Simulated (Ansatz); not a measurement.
# BiAs (zincblende type): a single-point run

Wanted: a converged single-point run for BiAs (zincblende type), and a check of what comes out. The structure is shown as the input types it.

Computed with Ansatz 0.2.0 (DFT, PBE, all-electron LAPW, scalar-relativistic, unless a step's input says otherwise).

1 further run of the same task is left out (set aside as unsound or not needed).

## Step 1: Starting point

The structure is cubic, space group F-43m (No. 216). The conventional cell has a = 6.706 Å, b = 6.706 Å, c = 6.706 Å, α = 90.00°, β = 90.00°, γ = 90.00°. Bi (site symmetry -43m) has 4 As at 2.90 Å as nearest neighbours. Around As (site symmetry -43m) lie 4 Bi at 2.90 Å.

As a file:

```
Bi As
1.0
     0.00000    3.35285    3.35285
     3.35285    0.00000    3.35285
     3.35285    3.35285    0.00000
Bi As
1 1
Direct
  0.00000 0.00000 0.00000
  0.25000 0.25000 0.25000
```

## Step 2: Running it

input.yaml

```yaml
crystal:
  lattice:
    - [0.0, 3.3528526672, 3.3528526672]
    - [3.3528526672, 0.0, 3.3528526672]
    - [3.3528526672, 3.3528526672, 0.0]
  atoms:
    - { symbol: Bi, position: [0.0, 0.0, 0.0] }
    - { symbol: As, position: [0.25, 0.25, 0.25] }
kpoints:
  mp_grid: { grid: [1, 1, 1] }
scf:
  occupations: { method: gaussian, width: 0.2 }
  max_iter: 60
hamiltonian:
  xc: pbe
  pseudopotentials: { kind: all_electron, lapw: { basis_error: 0.001 } }
output:
  forces: true
  stress: true
  eigenvalues: true
```

On the command line:

```console
$ ansatz run input.yaml --threads 1 --pin off --max-ram 2048MiB --backend cpu --events-out ev --progress --plain --runs-dir out
```

What happens when this is run?

The program finished normally. It gives a pressure of 26 GPa, which is large; a structure far from rest gives such values too, whatever the setting.

The suspect setting: kpoints.mp_grid.grid is [1, 1, 1]. One k-point can't sample the Brillouin zone of so small a cell.

Run again and compare: set kpoints.mp_grid.grid to [10, 10, 10].
